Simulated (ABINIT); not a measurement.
# KNi (F-43m) in ABINIT: single point with LDA+U

Aim: the single point of KNi with LDA+U.

All numbers are computed with ABINIT 10.8.3 (patched build); they aren't measurements. Logs are shortened: lines on timing, memory, paths and dates and some standing lists are left out, and cuts for length are marked. The log counts tension as positive stress, the text compression.

## Step 1: The cell of the first run

Symmetry: F-43m, No. 216, cubic system. The conventional cell has a = 6.065 Å, b = 6.065 Å, c = 6.065 Å, α = 90.00°, β = 90.00°, γ = 90.00°. K (site symmetry -43m) has 4 Ni at 2.63 Å as nearest neighbours. Around Ni (site symmetry -43m) lie 4 K at 2.63 Å.

The cell was built by a generator and needn't be a form met in nature.

## Step 2: Single point, LDA+U, collinear spin, ferromagnetic start (cell squeezed)

File run.abi:

```
# Pseudopotentials
pp_dirpath "./"
pseudos "K.LDA_PW-JTH.xml, Ni.LDA_PW-JTH.xml"

# Structure
acell 3*1.0
rprim
     0.0000000000     5.7305329041     5.7305329041
     5.7305329041     0.0000000000     5.7305329041
     5.7305329041     5.7305329041     0.0000000000
ntypat 2
znucl 19 28
natom 2
typat 1 2
xcart
     4.5487011288     4.5487011288     4.5487011288
     0.0000000000     0.0000000000     0.0000000000 Angstrom
chkprim 0
chksymtnons 0
tolsym 1.0e-6

# Plane-wave basis
ecut 41.0
pawecutdg 63.0

# k points
kptopt 1
ngkpt 5 5 5
nshiftk 1
shiftk 0.0 0.0 0.0

# Exchange and correlation
ixc 7

# Bands and occupations
nband 18
occopt 3
tsmear 0.05 eV

# Spin
nsppol 2
spinat
     0.0000000000     0.0000000000     0.0000000000
     0.0000000000     0.0000000000     1.0000000000

# DFT+U
usepawu 1
lpawu -1 2
upawu 0.0 6.0 eV
jpawu 0.0 0.0 eV

# SCF cycle
nstep 100
tolvrs 1.0e-9

# Output
iomode 3
prtwf 0
prteig 0
prtebands 0
enunit 2
prtvol 2
prtden 1
prtvha 1
prtvclmb 1
prtpot 1
```

Potentials or basis: JTH PAW LDA v2.0.

Command:

```bash
$ abinit run.abi > log 2>&1
```

run.abo:

```text
.Version 10.8.3 of ABINIT
 Symmetries : space group F-4 3 m (#216); Bravais cF (face-center cubic)
================================================================================
 Values of the parameters that define the memory need of the present run
     intxc =       0    ionmov =       0      iscf =      17    lmnmax =      18
     lnmax =       6     mgfft =      48  mpssoang =       3    mqgrid =    3001
     natom =       2  nloc_mem =       2    nspden =       2   nspinor =       1
    nsppol =       2      nsym =      24    n1xccc =       1    ntypat =       2
    occopt =       3   xclevel =       1
       mpw =        4744          nfft =      110592          nkpt =          10
 PAW method is used; the additional fine FFT grid is defined by:
   mgfftf=        60    nfftf =    216000
================================================================================
================================================================================

--------------------------------------------------------------------------------
------------- Echo of variables that govern the present computation ------------
--------------------------------------------------------------------------------
 -outvars: echo values of preprocessed input variables --------
            acell      1.0000000000E+00  1.0000000000E+00  1.0000000000E+00 Bohr
              amu      3.90983000E+01  5.86900000E+01
          chkprim           0
      chksymtnons           0
             ecut      4.10000000E+01 Hartree
           enunit           2
              ixc           7
         kptrlatt        5    0    0      0    5    0      0    0    5
          kptrlen      4.05209868E+01
            lpawu          -1       2
            natom           2
            nband          18
            ngfft          48      48      48
          ngfftdg          60      60      60
             nkpt          10
           nspden           2
           nsppol           2
            nstep         100
             nsym          24
           ntypat           2
           occopt           3
        pawecutdg      6.30000000E+01 Hartree
        prtebands           0
           prteig           0
           prtpot           1
         prtvclmb           1
           prtvha           1
           prtvol           2
            prtwf           0
            rprim      0.0000000000E+00  5.7305329041E+00  5.7305329041E+00
                       5.7305329041E+00  0.0000000000E+00  5.7305329041E+00
                       5.7305329041E+00  5.7305329041E+00  0.0000000000E+00
          spgroup         216
           spinat      0.0000000000E+00  0.0000000000E+00  0.0000000000E+00
                       0.0000000000E+00  0.0000000000E+00  1.0000000000E+00
           tolsym      1.00000000E-06
           tolvrs      1.00000000E-09
           tsmear      1.83746611E-03 Hartree
            typat      1  2
            upawu      0.00000000E+00  2.20495933E-01 Hartree
          usepawu           1
           useylm           1
           xangst      4.5487011257E+00  4.5487011257E+00  4.5487011257E+00
                       0.0000000000E+00  0.0000000000E+00  0.0000000000E+00
            xcart      8.5957993562E+00  8.5957993561E+00  8.5957993562E+00
                       0.0000000000E+00  0.0000000000E+00  0.0000000000E+00
             xred      7.5000000000E-01  7.5000000000E-01  7.5000000000E-01
                       0.0000000000E+00  0.0000000000E+00  0.0000000000E+00
            znucl       19.00000   28.00000

================================================================================

 chkinp: Checking input parameters for consistency.

================================================================================
== DATASET  1 ==================================================================

--- !DatasetInfo
iteration_state: {dtset: 1, }
dimensions: {natom: 2, nkpt: 10, mband: 18, nsppol: 2, nspinor: 1, nspden: 2, mpw: 4744, }
cutoff_energies: {ecut:  41.0, pawecutdg:  63.0, }
electrons: {nelect:   2.70000000E+01, charge:   0.00000000E+00, occopt:   3.00000000E+00, tsmear:   1.83746611E-03, }
meta: {optdriver: 0, ionmov: 0, optcell: 0, iscf: 17, paral_kgb: 0, }
...

 Exchange-correlation functional for the present dataset will be:
  LDA: Perdew-Wang 92 LSD fit to Ceperley-Alder data - ixc=7
  J.P.Perdew and Y.Wang, PRB 45, 13244 (1992)

 Real(R)+Recip(G) space primitive vectors, cartesian coordinates (Bohr,Bohr^-1):
 R(1)=  0.0000000  5.7305329  5.7305329  G(1)= -0.0872519  0.0872519  0.0872519
 R(2)=  5.7305329  0.0000000  5.7305329  G(2)=  0.0872519 -0.0872519  0.0872519
 R(3)=  5.7305329  5.7305329  0.0000000  G(3)=  0.0872519  0.0872519 -0.0872519
 Unit cell volume ucvol=  3.7637002E+02 bohr^3
 Angles (23,13,12)=  6.00000000E+01  6.00000000E+01  6.00000000E+01 degrees

 Coarse grid specifications (used for wave-functions):

 getcut: wavevector=  0.0000  0.0000  0.0000  ngfft=  48  48  48
         ecut(hartree)=     41.000   => boxcut(ratio)=   2.05482

 Fine grid specifications (used for densities):

 getcut: wavevector=  0.0000  0.0000  0.0000  ngfft=  60  60  60
         ecut(hartree)=     63.000   => boxcut(ratio)=   2.07208

[... 422 lines left out ...]
   7.53942   10.11810
 kpt#   3, nband= 18, wtk=  0.06400, kpt=  0.4000  0.0000  0.0000 (reduced coord)
 -95.69946  -56.64477  -56.64461  -56.64461  -27.06306  -11.00037  -10.82213  -10.82213
   1.97946    2.48560    2.48560    2.64548    2.64686    2.64686    4.65176    7.61524
   7.61524   10.66283
 kpt#   4, nband= 18, wtk=  0.04800, kpt=  0.2000  0.2000  0.0000 (reduced coord)
 -95.69947  -56.64466  -56.64460  -56.64460  -27.07144  -10.88167  -10.82413  -10.82413
   0.90268    2.32768    2.55187    2.65446    2.65446    2.65966    6.29981    7.54559
   7.54559    8.97092
 kpt#   5, nband= 18, wtk=  0.19200, kpt=  0.4000  0.2000  0.0000 (reduced coord)
[... 8 lines left out ...]
 -95.69947  -56.64472  -56.64464  -56.64460  -27.06576  -10.93702  -10.85601  -10.81545
   1.54327    2.39611    2.49072    2.54682    2.68422    2.72164    5.70720    6.77450
   7.85591    9.64162
 kpt#   8, nband= 18, wtk=  0.04800, kpt=  0.4000  0.4000  0.0000 (reduced coord)
 -95.69946  -56.64478  -56.64465  -56.64465  -27.05749  -10.99761  -10.85914  -10.85914
   2.18204    2.34396    2.63072    2.63072    2.65994    2.97078    4.92928    7.27776
   8.24811    8.24811
 kpt#   9, nband= 18, wtk=  0.09600, kpt= -0.4000  0.4000  0.0000 (reduced coord)
 -95.69946  -56.64478  -56.64467  -56.64465  -27.05532  -10.98949  -10.90001  -10.85588
   2.18259    2.31853    2.56334    2.64286    2.69776    3.74892    4.67355    6.38259
   8.20330    8.39333
 kpt#  10, nband= 18, wtk=  0.19200, kpt= -0.4000  0.4000  0.2000 (reduced coord)
 -95.69946  -56.64477  -56.64468  -56.64464  -27.05664  -10.96841  -10.90630  -10.85470
   2.21041    2.29258    2.57171    2.63135    2.70024    3.37211    5.16356    6.24594
   7.39305    9.33492
 Eigenvalues (   eV  ) for nkpt=  10  k points, SPIN DOWN:
 kpt#   1, nband= 18, wtk=  0.00800, kpt=  0.0000  0.0000  0.0000 (reduced coord)
 -95.66147  -56.60770  -56.60770  -56.60770  -27.08184  -10.80423  -10.80423  -10.80423
   0.10483    2.52485    2.52485    2.73950    2.73950    2.73950    7.34199    7.34199
   7.34199   10.46597
 kpt#   2, nband= 18, wtk=  0.06400, kpt=  0.2000  0.0000  0.0000 (reduced coord)
 -95.66147  -56.60780  -56.60773  -56.60773  -27.07534  -10.88235  -10.81183  -10.81183
   0.69315    2.49873    2.49873    2.69300    2.76114    2.76114    6.26027    7.53452
   7.53452   10.11796
 kpt#   3, nband= 18, wtk=  0.06400, kpt=  0.4000  0.0000  0.0000 (reduced coord)
 -95.66146  -56.60791  -56.60775  -56.60775  -27.06480  -11.00265  -10.82409  -10.82409
   1.99071    2.52861    2.52861    2.70321    2.72250    2.72250    4.64667    7.61135
   7.61135   10.66255
 kpt#   4, nband= 18, wtk=  0.04800, kpt=  0.2000  0.2000  0.0000 (reduced coord)
 -95.66147  -56.60780  -56.60774  -56.60774  -27.07319  -10.88371  -10.82609  -10.82609
   0.89477    2.37511    2.59153    2.72782    2.73517    2.73517    6.29485    7.53981
   7.53981    8.97196
 kpt#   5, nband= 18, wtk=  0.19200, kpt=  0.4000  0.2000  0.0000 (reduced coord)
[... 8 lines left out ...]
 -95.66147  -56.60786  -56.60778  -56.60774  -27.06751  -10.93918  -10.85803  -10.81739
   1.53967    2.44444    2.53642    2.61623    2.76166    2.79169    5.70249    6.76923
   7.85059    9.64309
 kpt#   8, nband= 18, wtk=  0.04800, kpt=  0.4000  0.4000  0.0000 (reduced coord)
 -95.66146  -56.60793  -56.60779  -56.60779  -27.05922  -10.99985  -10.86120  -10.86120
   2.23344    2.38084    2.70112    2.71166    2.71166    2.98146    4.92872    7.27948
   8.24092    8.24092
 kpt#   9, nband= 18, wtk=  0.09600, kpt= -0.4000  0.4000  0.0000 (reduced coord)
 -95.66146  -56.60792  -56.60782  -56.60779  -27.05705  -10.99172  -10.90214  -10.85794
   2.24086    2.36103    2.62400    2.72040    2.75851    3.74617    4.67761    6.38096
   8.19636    8.39029
 kpt#  10, nband= 18, wtk=  0.19200, kpt= -0.4000  0.4000  0.2000 (reduced coord)
 -95.66146  -56.60791  -56.60782  -56.60778  -27.05837  -10.97063  -10.90841  -10.85675
   2.27117    2.33465    2.62907    2.69350    2.77389    3.37595    5.16549    6.24315
   7.38751    9.33264
 Total charge density [el/Bohr^3]
)     Maximum=    3.3436E+00  at reduced coord.    0.0333    0.9833    0.9833
)Next maximum=    3.3436E+00  at reduced coord.    0.0000    0.9833    0.9833
)     Minimum=    2.2540E-03  at reduced coord.    0.5000    0.5000    0.5000
)Next minimum=    2.2599E-03  at reduced coord.    0.5000    0.5000    0.4833
   Integrated=    2.7000E+01
 Spin up density      [el/Bohr^3]
)     Maximum=    1.6750E+00  at reduced coord.    0.0333    0.9833    0.9833
)Next maximum=    1.6750E+00  at reduced coord.    0.0000    0.9833    0.9833
)     Minimum=    1.1176E-03  at reduced coord.    0.5000    0.5000    0.5000
)Next minimum=    1.1206E-03  at reduced coord.    0.5000    0.5000    0.4833
   Integrated=    1.3509E+01
 Spin down density    [el/Bohr^3]
)     Maximum=    1.6686E+00  at reduced coord.    0.0333    0.9833    0.9833
)Next maximum=    1.6686E+00  at reduced coord.    0.0000    0.9833    0.9833
)     Minimum=    1.1363E-03  at reduced coord.    0.5000    0.5000    0.5000
)Next minimum=    1.1393E-03  at reduced coord.    0.5000    0.5000    0.4833
   Integrated=    1.3491E+01
 Magnetization (spin up - spin down) [el/Bohr^3]
)     Maximum=    6.8800E-03  at reduced coord.    0.0000    0.0000    0.0000
)Next maximum=    6.7192E-03  at reduced coord.    0.0000    0.0167    0.9833
)     Minimum=   -3.5856E-04  at reduced coord.    0.7500    0.7500    0.7500
)Next minimum=   -3.4785E-04  at reduced coord.    0.7500    0.7500    0.7333
   Integrated=    1.8626E-02
 Relative magnetization (=zeta, between -1 and 1)
)     Maximum=    3.3287E-03  at reduced coord.    0.9167    0.9333    0.9333
)Next maximum=    3.3287E-03  at reduced coord.    0.2167    0.9333    0.9333
)     Minimum=   -1.3926E-02  at reduced coord.    0.2500    0.2500    0.2500
)Next minimum=   -1.3908E-02  at reduced coord.    0.2500    0.2500    0.2333

--- !EnergyTerms
iteration_state     : {dtset: 1, }
comment             : Components of total free energy in Hartree
kinetic             :  3.82517406610903E+01
hartree             :  7.86873504852589E+01
xc                  : -1.05388109673023E+01
Ewald energy        : -9.23429125060406E+01
psp_core            :  2.47350394069573E+00
local_psp           : -2.13684182943365E+02
PAW spherical_terms : -2.08981005050807E+00
internal            : -1.99243121380171E+02
'-kT*entropy'       : -5.26565364689671E-04
total_energy        : -1.99243647945535E+02
total_energy_eV     : -5.42169586130422E+03
...

--- !EnergyTermsDC
iteration_state     : {dtset: 1, }
comment             : '"Double-counting" decomposition of free energy'
band_energy         : -2.29088859252883E+01
Ewald energy        : -9.23429125060406E+01
psp_core            :  2.47350394069573E+00
xc_dc               : -7.54142867814904E+01
PAW spherical_terms : -1.10505398142616E+01
internal            : -1.99243121086385E+02
'-kT*entropy'       : -5.26565364689671E-04
total_energy_dc     : -1.99243647651750E+02
total_energy_dc_eV  : -5.42169585330991E+03
...

--- !EnergyTermsWithPAWCore
iteration_state     : {dtset: 1, }
comment             : 'Components of total free energy, including PAW core contributions'
Total energy        : -2.11864530927692E+03
Total energy DC     : -2.11864530898314E+03
Total energy (eV)   : -5.76512758289702E+04
Total energy DC (eV): -5.76512758209759E+04
...

 Cartesian components of stress tensor (hartree/bohr^3)
  sigma(1 1)= -1.96679920E-05  sigma(3 2)=  0.00000000E+00
  sigma(2 2)= -1.96679920E-05  sigma(3 1)=  0.00000000E+00
  sigma(3 3)= -1.96679920E-05  sigma(2 1)=  0.00000000E+00

-Cartesian components of stress tensor (GPa)         [Pressure=  5.7865E-01 GPa]
- sigma(1 1)= -5.78652303E-01  sigma(3 2)=  0.00000000E+00
- sigma(2 2)= -5.78652303E-01  sigma(3 1)=  0.00000000E+00
- sigma(3 3)= -5.78652303E-01  sigma(2 1)=  0.00000000E+00

== END DATASET(S) ==============================================================
================================================================================

 -outvars: echo values of variables after computation  --------
            acell      1.0000000000E+00  1.0000000000E+00  1.0000000000E+00 Bohr
           etotal     -1.9924364765E+02
            fcart     -1.8354567680E-31  4.5886419199E-32  1.8354567680E-31
                       1.8354567680E-31 -4.5886419199E-32 -1.8354567680E-31
            rprim      0.0000000000E+00  5.7305329041E+00  5.7305329041E+00
                       5.7305329041E+00  0.0000000000E+00  5.7305329041E+00
                       5.7305329041E+00  5.7305329041E+00  0.0000000000E+00
           strten     -1.9667992008E-05 -1.9667992008E-05 -1.9667992008E-05
                       0.0000000000E+00  0.0000000000E+00  0.0000000000E+00
           xangst      4.5487011257E+00  4.5487011257E+00  4.5487011257E+00
                       0.0000000000E+00  0.0000000000E+00  0.0000000000E+00
             xred      7.5000000000E-01  7.5000000000E-01  7.5000000000E-01
                       0.0000000000E+00  0.0000000000E+00  0.0000000000E+00
 Calculation completed.
```

Run time: 2.8 min. Hardware: 1 thread of Arm Neoverse V1, shared host; peak memory 0.22 GiB.

What came out:

```
Free energy                                           : -5421.6959 eV
Pressure                                              : 0.6 GPa
Band gap on the k mesh                                : none (metal or under the smearing width)
Net moment                                            : 0.02 μB per cell
Site moments                                          : K -0.00; Ni +0.03 μB
Valence electrons inside the program's atomic spheres : K 7.18; Ni 16.13
```

Levels at points of the mesh, in eV from the Fermi level:
Spin up:
```tsv
k point	band 11	band 12	band 13	band 14	band 15	band 16	band 17	band 18
(0.00, 0.00, 0.00)	-0.51	-0.33	-0.33	-0.33	4.36	4.36	4.36	7.47
```
Spin down:
```csv
k point,band 12,band 13,band 14,band 15,band 16,band 17
"(0.00, 0.00, 0.00)",-0.25,-0.25,-0.25,4.35,4.35,4.35
```

Eigenvalues of the final occupation matrices:
```csv
site,spin,trace,eigenvalues
atom 2,1,4.09,0.82 0.82 0.82 0.82 0.82
atom 2,2,4.06,0.81 0.81 0.81 0.81 0.81
```

Caveat: the U is typed as a test and isn't derived for this compound. The state reached can hang on the start; a lower one may exist.
